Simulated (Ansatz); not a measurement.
**K2WO4: lattice vibrations and screening**

This session takes K2WO4 and sets out to find the equilibrium cell, tighten the relaxation for response calculations and compute the phonons at Γ and, if it has a gap, its response to an electric field.

Computed with Ansatz 0.2.0 (DFT PBEsol, scalar-relativistic, plane waves, PAW, unless a step's input says otherwise).

### 1 The starting structure

Symmetry: C2/m, No. 12, monoclinic system. The conventional cell has a = 12.390 Å, b = 6.105 Å, c = 7.560 Å, α = 90.00°, β = 115.96°, γ = 90.00°. K (site symmetry m) has 6 O at 2.68 to 2.97 Å in its first shell of neighbours. Around K (site symmetry m) lie 6 O at 2.71 to 2.90 Å. W (site symmetry m) has 4 O at 1.76 to 1.81 Å in its first shell of neighbours. O (site symmetry m) is surrounded by 1 W at 1.81 Å. Around O (site symmetry m) lie 1 W at 1.76 Å. O (site symmetry 1) has 1 W at 1.80 Å in its first shell of neighbours.

As a file:

```
K W O
1.0
     6.19500   -3.05250    0.00000
     6.19500    3.05250    0.00000
    -3.30934    0.00000    6.79720
K W O
4 2 8
Direct
  0.84600 0.84600 0.25900
  0.15400 0.15400 0.74100
  0.51000 0.51000 0.23500
  0.49000 0.49000 0.76500
  0.17550 0.17550 0.22750
  0.82450 0.82450 0.77250
  0.33600 0.33600 0.37700
  0.66400 0.66400 0.62300
  0.08400 0.08400 0.35100
  0.91600 0.91600 0.64900
  0.90200 0.38000 0.07400
  0.62000 0.09800 0.92600
  0.09800 0.62000 0.92600
  0.38000 0.90200 0.07400
```

The structure comes from the Crystallography Open Database.

(A quick probe on a coarse mesh, which set the mesh and smearing, is not shown.)

### 3 A loose first relaxation

Contents of input.yaml:

```yaml
crystal:
  lattice:
    - [6.195, -3.0525, 0.0]
    - [6.195, 3.0525, 0.0]
    - [-3.3093413393, 0.0, 6.7971950024]
  atoms:
    - { symbol: K, position: [0.846, 0.846, 0.259] }
    - { symbol: K, position: [0.154, 0.154, 0.741] }
    - { symbol: K, position: [0.51, 0.51, 0.235] }
    - { symbol: K, position: [0.49, 0.49, 0.765] }
    - { symbol: W, position: [0.1755, 0.1755, 0.2275] }
    - { symbol: W, position: [0.8245, 0.8245, 0.7725] }
    - { symbol: O, position: [0.336, 0.336, 0.377] }
    - { symbol: O, position: [0.664, 0.664, 0.623] }
    - { symbol: O, position: [0.084, 0.084, 0.351] }
    - { symbol: O, position: [0.916, 0.916, 0.649] }
    - { symbol: O, position: [0.902, 0.38, 0.074] }
    - { symbol: O, position: [0.62, 0.098, 0.926] }
    - { symbol: O, position: [0.098, 0.62, 0.926] }
    - { symbol: O, position: [0.38, 0.902, 0.074] }
basis:
  ecutwfc: 420
kpoints:
  mp_grid: { grid: [4, 4, 4] }
hamiltonian:
  xc: pbesol
scf:
  occupations: { method: gaussian, width: 0.1 }
output:
  forces: true
  stress: true
  eigenvalues: true
relax:
  adjacent_minimum: "off"
  f_tol: 0.05
  max_steps: 80
  cell: { stress_tol: 0.5 }
```

Run with:

```
$ ansatz run input.yaml --threads 8 --pin off --max-ram 22528MiB --backend cpu --events-out ev --progress --plain --runs-dir out
```

The session goes on with these runs: relaxing cell and atoms; a stricter relaxation; zone-centre modes.

Before running it: what results should come out? Wanted: relaxed cell; volume; formation energy; optical modes at Γ; ε∞, principal values; ε0 with the ions free; mean Born charges; LO modes for q along y.

The runs gave:

| quantity | value |
| --- | --- |
| relaxed cell (conventional) | a = 12.321 Å, b = 6.101 Å, c = 7.518 Å, α = 90.00°, β = 115.96°, γ = 90.00° |
| space group (0.01 Å) | C2/m (No. 12) |
| volume | 18.15 Å³/atom |
| formation energy (elements from runs with the same settings, not shown) | -2.22 eV/atom |
| optical modes at Γ (without the LO field) | 28 to 924 cm⁻¹ |
| ε∞, principal values | 2.64, 2.66, 2.67 |
| ε0 with the ions free | 5.2, 6.3, 13.5 |
| mean Born charges | K +1.22 to +1.30, W +3.00, O -1.38 e |
| LO modes for q along y | 155, 164, 291, 330, 875 cm⁻¹ |

What this shows: The cell shrank by 1.2 % in volume on relaxing. The start is a reported cell, which holds thermal expansion that this zero-temperature run lacks. No zone-centre mode is imaginary. That tests stability at Γ alone. The ions give 68 % of the static dielectric constant, most of it from the mode at 43 cm⁻¹. Spin-orbit coupling is left out, which matters for the bands of W.
